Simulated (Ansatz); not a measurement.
# BrFH4OSi: the cost of one run

The runs use Ansatz 0.2.0; RKS PBE-D4/def2-SVP.

## (1) Reference run: BrFH₄OSi, relaxed

The input, input.yaml:

```yaml
crystal:
  periodic: [false, false, false]
  atoms:
    - { symbol: Si, position_ang: [-0.451254, -0.450899, -0.076468] }
    - { symbol: Br, position_ang: [2.099915, -0.978578, -0.793222] }
    - { symbol: H, position_ang: [-0.821367, -1.413865, -1.159785] }
    - { symbol: H, position_ang: [-0.670389, -1.082495, 1.262033] }
    - { symbol: O, position_ang: [-1.352238, 0.864784, -0.569743] }
    - { symbol: H, position_ang: [1.720527, 0.501248, 0.476872] }
    - { symbol: F, position_ang: [0.672146, 0.886786, 0.907162] }
    - { symbol: H, position_ang: [-1.197339, 1.673019, -0.046848] }
basis:
  gaussian: { orbitals: def2-SVP }
hamiltonian:
  xc: pbe
  dispersion: d4
output:
  forces: true
relax:
  f_tol: 0.02
  max_steps: 120
  constraints:
    - { distance: [0, 6] }
    - { distance: [1, 5] }
    - { distance: [0, 1] }
    - { distance: [5, 6] }
  escape_saddle: false
```

Run with:

```sh
ansatz run input.yaml --threads 1 --pin off --max-ram 2560MiB --backend cpu --events-out ev --progress --plain --runs-dir out
```

What time and memory should one allow on 1 thread of Arm Neoverse V1, shared host?

About 2.8 s, with a peak of 0.13 GiB.
